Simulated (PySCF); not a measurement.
**Tb(NH2)4: other functionals and bases at one geometry**

How far do other levels of theory move the description of Tb(NH2)4, and what does each cost? It is a constructed species; whether it can be made isn't addressed.

Program: PySCF 2.14.0. Level of theory: several levels, as the steps say, no spin–orbit coupling. These are calculated values, not measurements.

1 further run of the same task is left out (for a known fault of the program).

### Step 1. The system as given

13 atoms, charge 0, spin multiplicity 1.

Bond lengths: Tb1–N2 2.110 Å, Tb1–H3 2.810 Å, Tb1–H4 2.852 Å, Tb1–N5 2.110 Å, Tb1–H6 2.852 Å, Tb1–H7 2.810 Å, Tb1–N8 2.110 Å, Tb1–H9 2.852 Å, Tb1–H10 2.810 Å, Tb1–N11 2.110 Å, Tb1–H12 2.810 Å, Tb1–H13 2.852 Å, N2–H3 1.019 Å, N2–H4 1.018 Å, N5–H6 1.018 Å, N5–H7 1.019 Å, N8–H9 1.018 Å, N8–H10 1.019 Å and more. Angles: N2–Tb1–H3 17.5°, N2–Tb1–H4 16.3°, N2–Tb1–N5 109.8°, N2–Tb1–H6 93.8°, N2–Tb1–H7 126.1°, N2–Tb1–N8 108.9°, N2–Tb1–H9 119.6°, N2–Tb1–H10 95.3°, N2–Tb1–N11 109.8°, N2–Tb1–H12 105.9°, N2–Tb1–H13 113.5°, H3–Tb1–H4 33.8°, H3–Tb1–N5 105.9°, H3–Tb1–H6 89.6°, H3–Tb1–H7 123.3°, H3–Tb1–N8 95.3°, H3–Tb1–H9 103.7°, H3–Tb1–H10 84.3° and more.

As a file:

| atom | x (Å) | y (Å) | z (Å) |
| --- | --- | --- | --- |
| Tb1 | 0.0000 | 0.0000 | 0.0000 |
| N2 | 1.2269 | 1.2521 | 1.1746 |
| H3 | 2.0835 | 0.9439 | 1.6323 |
| H4 | 1.1412 | 2.2560 | 1.3189 |
| N5 | -1.2269 | -1.1746 | 1.2521 |
| H6 | -1.1412 | -1.3189 | 2.2560 |
| H7 | -2.0835 | -1.6323 | 0.9439 |
| N8 | 1.2269 | -1.2521 | -1.1746 |
| H9 | 1.1412 | -2.2560 | -1.3189 |
| H10 | 2.0835 | -0.9439 | -1.6323 |
| N11 | -1.2269 | 1.1746 | -1.2521 |
| H12 | -2.0835 | 1.6323 | -0.9439 |
| H13 | -1.1412 | 1.3189 | -2.2560 |

Formal oxidation states: Tb +4. Each metal's 7 4f electrons lie in its core potential, so multiplicities, spins and levels count the valence alone. An earlier session relaxed this geometry at PBE0, Tb lcecp-2-SVP with ECP53, N def2-SVP, H def2-SVP (singlet, point group D2).

At PBE0 on the finer grid: E = -266.891241 Eh, frontier levels not given, since the 4f levels lie in the core, Mulliken charge on Tb1 +0.98 e, largest force component 0.011 eV/Å. 

Levels to run: HF; M06-L; PBE0, TZVP. Hardware: 2 threads of Arm Neoverse V2, shared host.

### Step 2. HF

File run.py (the lines that set the calculation):

```python
mol = gto.M(atom='''
Tb     0.00000     0.00000     0.00000
N      1.22694     1.25206     1.17456
H      2.08349     0.94390     1.63231
H      1.14122     2.25602     1.31889
N     -1.22695    -1.17456     1.25206
H     -1.14121    -1.31890     2.25603
H     -2.08349    -1.63231     0.94391
N      1.22694    -1.25206    -1.17456
H      1.14122    -2.25602    -1.31889
H      2.08349    -0.94390    -1.63231
N     -1.22695     1.17456    -1.25206
H     -2.08349     1.63231    -0.94391
H     -1.14121     1.31890    -2.25603''',
    basis={'Tb': 'lcecp-2-SVP', 'N': 'def2-SVP', 'H': 'def2-SVP'},
    ecp={'Tb': 'lcecp-2-SVP'},
    charge=0, spin=0)
mf = scf.RHF(mol)
mf = mf.density_fit()  # fitting sets: Tb AutoAux, N def2-universal-JKFIT, H def2-universal-JKFIT
mf.conv_tol = 1e-08; mf.max_cycle = 55
mf.kernel(dm0)  # dm0: the density of the relaxed state
```

Command:

```bash
$ OMP_NUM_THREADS=2 python run.py
```

### Step 3. M06-L

Edit run.py (the lines that set the calculation) of step 2 so:

```diff
@@ -17,3 +17,4 @@
     charge=0, spin=0)
-mf = scf.RHF(mol)
+mf = dft.RKS(mol, xc='M06L')
+mf.grids.atom_grid = (75, 302)  # f atoms: unpruned, at least (60, 302)
 mf = mf.density_fit()  # fitting sets: Tb AutoAux, N def2-universal-JKFIT, H def2-universal-JKFIT
```

### Step 4. PBE0, TZVP

Basis: Tb lcecp-2-TZVP with ECP53, N def2-TZVP, H def2-TZVP. 

Edit run.py (the lines that set the calculation) of step 3 so:

```diff
@@ -14,6 +14,6 @@
 H     -1.14121     1.31890    -2.25603''',
-    basis={'Tb': 'lcecp-2-SVP', 'N': 'def2-SVP', 'H': 'def2-SVP'},
-    ecp={'Tb': 'lcecp-2-SVP'},
+    basis={'Tb': 'lcecp-2-TZVP', 'N': 'def2-TZVP', 'H': 'def2-TZVP'},
+    ecp={'Tb': 'lcecp-2-TZVP'},
     charge=0, spin=0)
-mf = dft.RKS(mol, xc='M06L')
+mf = dft.RKS(mol, xc='PBE0')
 mf.grids.atom_grid = (75, 302)  # f atoms: unpruned, at least (60, 302)
@@ -21,2 +21,2 @@
 mf.conv_tol = 1e-08; mf.max_cycle = 55
-mf.kernel(dm0)  # dm0: the density of the relaxed state
+mf.kernel(dm0)  # dm0: free metal ions and neutral atoms
```

Q: Predict the outcome of this session. Wanted: for each run, charge on Tb1; dipole; largest force.

As calculated:

| level | state | charge on Tb1 (e) | dipole (D) | largest force (eV/Å) | basis functions | time |
| --- | --- | --- | --- | --- | --- | --- |
| PBE0 (relaxed here) | singlet | 0.98 | 0.00 | 0.01 | 126 | 34 s |
| HF | singlet | 1.59 | 0.00 | 0.67 | 126 | 4.8 s |
| M06-L | singlet | 1.10 | 0.00 | 0.10 | 126 | 17 s |
| PBE0, TZVP | singlet | 1.64 | 0.00 | 0.31 | 219 | 37 s |

Times are on 2 threads of Arm Neoverse V2, shared host; the first row also made further properties.

The largest leftover force, 0.67 eV/Å with HF, stands at a geometry relaxed at another level. The Mulliken charge on Tb spans +0.98 to +1.64 e over the levels. With 4f in the core, its levels are missing from HOMO and gap. Total energies of different levels can't be compared. Spin–orbit coupling is left out throughout.
